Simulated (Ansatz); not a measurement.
# TePb (rocksalt type): a single-point run

The task is a single-point run on TePb (rocksalt type). The structure is shown as the input types it.

Program: Ansatz 0.2.0. Level of theory: DFT, PBE, PAW with Ansatz's default frozen-core files, scalar-relativistic (as first typed). These are calculated values, not measurements.

### 1 The structure to begin with

The structure is cubic, space group Fm-3m (No. 225). The conventional cell has a = 6.567 Å, b = 6.567 Å, c = 6.567 Å, α = 90.00°, β = 90.00°, γ = 90.00°. Pb (site symmetry m-3m) is surrounded by 6 Te at 3.28 Å. Te (site symmetry m-3m) has 6 Pb at 3.28 Å as nearest neighbours.

Structure file:

```
CELL_PARAMETERS angstrom
3.28357 3.28357 0.00000
-3.28357 3.28357 0.00000
0.00000 0.00000 6.56714
ATOMIC_POSITIONS crystal
Pb 0.00000 0.00000 0.00000
Pb 0.50000 0.50000 0.50000
Te 0.50000 0.50000 0.00000
Te 0.00000 0.00000 0.50000
```

### 2 Input and run

Input file input.yaml:

```yaml
crystal:
  lattice:
    - [3.2835710024, 3.2835710024, 0.0]
    - [-3.2835710024, 3.2835710024, 0.0]
    - [0.0, 0.0, 6.5671420048]
  atoms:
    - { symbol: Pb, position: [0.0, 0.0, 0.0] }
    - { symbol: Pb, position: [0.5, 0.5, 0.5] }
    - { symbol: Te, position: [0.5, 0.5, 0.0] }
    - { symbol: Te, position: [0.0, 0.0, 0.5] }
kpoints:
  mp_grid: { grid: [6, 5, 5] }
scf:
  occupations: { method: fermi_dirac, width: 0.02 }
  max_iter: 100
hamiltonian:
  xc: pbe
  pseudopotentials: { kind: paw }
output:
  forces: true
  stress: true
  eigenvalues: true
```

Run with:

```
> ansatz run input.yaml --threads 3 --pin off --max-ram 8192MiB --backend cpu --events-out ev --progress --plain --runs-dir out
```

**Question.** How will this run end, and is anything wrong with its input?

This run ends as converged, with warnings (symmetry narrowed by mesh). Its log warns: «crystal.symmetry: narrowed to the stabiliser of the k-point mesh — unitary ops 32 → 16; excluded 16 operations that carry a point of the 6×5×5 mesh (shift [0, 0 ...»

In the input, kpoints.mp_grid.grid is [6, 5, 5]. The mesh has lower symmetry than the crystal, so equivalent directions are sampled differently.

Run again and compare: set kpoints.mp_grid.grid to [6, 6, 4].
